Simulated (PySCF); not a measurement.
# C5H4FO3P: the cost of one run

Computed with PySCF 2.14.0 and routines of our own; the level stands in each step. Atoms count from 0.

## 1. The starting structure

14 atoms, charge 0, multiplicity 1; geometry from: GFN2-xTB.

## 2. Magnetic properties: GIAO B3LYP/pcSseg-1

What the job is given:

```
{"job": {"kind": "mag", "xc": "B3LYP", "basis": "pcSseg-1", "isotopologues": 0}, "charge": 0, "multiplicity": 1}
C      2.747448    -0.164196     0.214426
O      1.345425    -0.311056     0.397224
C      0.554223     0.344899    -0.453369
O      0.933428     1.049730    -1.351826
C     -0.871399     0.103996    -0.142364
O     -1.779553     0.707688    -0.917257
C     -3.021042     0.423299    -0.545655
P     -3.213839    -0.621363     0.801464
C     -1.444618    -0.661499     0.846412
F     -0.746153    -1.357199     1.741308
H      3.120074    -0.972037    -0.418038
H      2.966333     0.795667    -0.256859
H      3.199880    -0.224849     1.201630
H     -3.790885     0.886447    -1.139264
```

Method: GIAO B3LYP/pcSseg-1 magnetisability, rotational g tensor and spin-rotation constants, non-relativistic, gas phase.

Started as:

```sh
$ OMP_NUM_THREADS=1 python excited_run.py task.json out
```

The driver reads the jobs from task.json and runs them one after another.

**Question.** How long does this first job take on 1 thread of Arm Neoverse V1, shared host, and how much memory does it need?

About 44 s, with a peak of 0.87 GiB.
